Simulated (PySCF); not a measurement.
# Ru²⁺: excitation energy in aug-cc-pVTZ-DK

Wanted: the excitation energy of ruthenium, up a ladder of methods.

Program: PySCF 2.14.0. Level of theory: unrestricted determinants in a Gaussian basis, no spin-orbit coupling in the energies. These are calculated values, not measurements, unless marked.

### 1 What is computed

- Element: ruthenium (Z = 44)
- Basis: aug-cc-pVTZ-DK
- Hamiltonian: scalar relativity by spin-free X2C-1e
- State 1: Ru²⁺: [Kr] 4d5 5s1, 5s spin antiparallel (an excited configuration)
- Needed too, but not shown: Ru²⁺ [Kr] 4d6 (5D)
- Methods: UHF, LDA, PBE, PBE0, r2SCAN, r2SCANh, wB97X-V, BHandHLYP, MP2
- Core shells frozen in the correlated runs: valence: [Kr] (for Ru²⁺)

One driver process ran all states and methods and kept the integrals in memory. Each run is shown as a PySCF script that sums up its settings (the driver passes frozen orbitals as a list and adds second-order terms of double hybrids); the logs are those of the runs themselves. The driver starts from symmetry-adapted Hartree-Fock orbitals, holds the occupation by maximum overlap and uses a logarithmic radial grid for functionals, so a plain start would take other cycles.

The integrals over 102 functions and the set-up took 5.3 s of CPU time.

### 2 Ru²⁺ [Kr] 4d5 5s1, s spin flipped: the ladder of methods

UHF:

input.py

```python
from pyscf import gto, scf, dft, mp, cc
import basis_set_exchange as bse
mol = gto.M(atom="Ru 0 0 0", charge=2, spin=4, symmetry="D2h",
            basis=gto.basis.parse(bse.get_basis("aug-cc-pVTZ-DK", elements=["Ru"], fmt="nwchem")),
            nucmod="G")
mf = scf.UHF(mol).sfx2c1e()
mf.irrep_nelec = {'Ag': (8, 7), 'B1g': (2, 1), 'B2g': (2, 1), 'B3g': (2, 1), 'B1u': (3, 3), 'B2u': (3, 3), 'B3u': (3, 3)}
mf.kernel()
```

LDA:

input.py differs from the last one in:

```diff
@@ -5,3 +5,3 @@
             nucmod="G")
-mf = scf.UHF(mol).sfx2c1e()
+mf = dft.UKS(mol, xc="LDA,VWN").sfx2c1e()
 mf.irrep_nelec = {'Ag': (8, 7), 'B1g': (2, 1), 'B2g': (2, 1), 'B3g': (2, 1), 'B1u': (3, 3), 'B2u': (3, 3), 'B3u': (3, 3)}
```

PBE:

input.py differs from the last one in:

```diff
@@ -5,3 +5,3 @@
             nucmod="G")
-mf = dft.UKS(mol, xc="LDA,VWN").sfx2c1e()
+mf = dft.UKS(mol, xc="PBE").sfx2c1e()
 mf.irrep_nelec = {'Ag': (8, 7), 'B1g': (2, 1), 'B2g': (2, 1), 'B3g': (2, 1), 'B1u': (3, 3), 'B2u': (3, 3), 'B3u': (3, 3)}
```

PBE0:

input.py differs from the last one in:

```diff
@@ -5,3 +5,3 @@
             nucmod="G")
-mf = dft.UKS(mol, xc="PBE").sfx2c1e()
+mf = dft.UKS(mol, xc="PBE0").sfx2c1e()
 mf.irrep_nelec = {'Ag': (8, 7), 'B1g': (2, 1), 'B2g': (2, 1), 'B3g': (2, 1), 'B1u': (3, 3), 'B2u': (3, 3), 'B3u': (3, 3)}
```

r2SCAN:

input.py differs from the last one in:

```diff
@@ -5,3 +5,3 @@
             nucmod="G")
-mf = dft.UKS(mol, xc="PBE0").sfx2c1e()
+mf = dft.UKS(mol, xc="R2SCAN").sfx2c1e()
 mf.irrep_nelec = {'Ag': (8, 7), 'B1g': (2, 1), 'B2g': (2, 1), 'B3g': (2, 1), 'B1u': (3, 3), 'B2u': (3, 3), 'B3u': (3, 3)}
```

r2SCANh:

input.py differs from the last one in:

```diff
@@ -5,3 +5,3 @@
             nucmod="G")
-mf = dft.UKS(mol, xc="R2SCAN").sfx2c1e()
+mf = dft.UKS(mol, xc="HYB_MGGA_XC_R2SCANH").sfx2c1e()
 mf.irrep_nelec = {'Ag': (8, 7), 'B1g': (2, 1), 'B2g': (2, 1), 'B3g': (2, 1), 'B1u': (3, 3), 'B2u': (3, 3), 'B3u': (3, 3)}
```

wB97X-V:

input.py differs from the last one in:

```diff
@@ -5,3 +5,3 @@
             nucmod="G")
-mf = dft.UKS(mol, xc="HYB_MGGA_XC_R2SCANH").sfx2c1e()
+mf = dft.UKS(mol, xc="WB97X_V").sfx2c1e()
 mf.irrep_nelec = {'Ag': (8, 7), 'B1g': (2, 1), 'B2g': (2, 1), 'B3g': (2, 1), 'B1u': (3, 3), 'B2u': (3, 3), 'B3u': (3, 3)}
```

BHandHLYP:

input.py differs from the last one in:

```diff
@@ -5,3 +5,3 @@
             nucmod="G")
-mf = dft.UKS(mol, xc="WB97X_V").sfx2c1e()
+mf = dft.UKS(mol, xc="BHANDHLYP").sfx2c1e()
 mf.irrep_nelec = {'Ag': (8, 7), 'B1g': (2, 1), 'B2g': (2, 1), 'B3g': (2, 1), 'B1u': (3, 3), 'B2u': (3, 3), 'B3u': (3, 3)}
```

MP2 (valence):

input.py differs from the last one in:

```diff
@@ -5,4 +5,5 @@
             nucmod="G")
-mf = dft.UKS(mol, xc="BHANDHLYP").sfx2c1e()
+mf = scf.UHF(mol).sfx2c1e()
 mf.irrep_nelec = {'Ag': (8, 7), 'B1g': (2, 1), 'B2g': (2, 1), 'B3g': (2, 1), 'B1u': (3, 3), 'B2u': (3, 3), 'B3u': (3, 3)}
 mf.kernel()
+mp.UMP2(mf, frozen=18).kernel()
```

Before running it: what results should come out?

As calculated:

| quantity | value |
| --- | --- |
| excitation energy, Ru²⁺ → [Kr] 4d5 5s1, s spin flipped | UHF 4.258, MP2 (valence) 4.606 eV |

What this shows: The methods span 0.780 eV, from UHF (4.258) to r2SCAN (5.039). No reference value is at hand in this session. All values hold for this basis alone; no basis-set limit was taken.
